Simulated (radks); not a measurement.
# Ca³⁺ in [Ne] 3s2 3p5: an all-electron calculation

The task here is to estimate one member of a computed series from the others.

Method: scalar-relativistic Kohn-Sham, r2SCAN, spin-unpolarised, spherical densities, finite nucleus. Code: radks (a radial shooting solver on a logarithmic mesh, Libxc functionals) version 1.

**The system**

```
element            : calcium (Z = 20)
charge             : +3
electrons          : 17
configuration      : [Ne] 3s2 3p5
nuclear rms radius : 3.4776 fm
```

Outer shells as boxes (Hund's rule):

Ca³⁺
```
[Ne] core
3s [↑↓]
3p [↑↓][↑↓][↑ ]
```

The first run:

Settings of this run:

```text
Z 20
configuration [Ne] 3s2 3p5 4s0 3d0
relativity scalar-relativistic
functional r2scan,r2scan
spin unpolarised
nucleus finite rms 3.4776 fm
c 137.035999084
```

On the command line:

```bash
$ python run_ks.py task.json out
```

This one command runs every case of the session in turn.

One of the session's tables, all rows but one given; the rest of the session is left out.

It belongs to the step «Radial structure». From the orbitals of this run (lengths in bohr):

```
level      <r>  outermost maximum (interpolated)  90 % within  nodes
   1s  0.07685                            0.0503        0.137      0
   2s   0.3628                             0.299        0.564      1
   2p   0.3269                             0.247        0.539      0
   3s    1.126                             0.982         1.68      2
   3p        ?                                 ?            ?      ?
   3d    1.427                              1.10         2.31      0
   4s    2.937                              2.69         4.27      3
```

Estimate the missing values for 3p.

As computed: <r>: 1.206; outermost maximum (interpolated): 1.03; 90 % within: 1.83; nodes: 1. In the column «<r>» it lies between 3s (1.126) and 3d (1.427).

To keep in mind: Spin polarisation and multiplet splitting are left out.
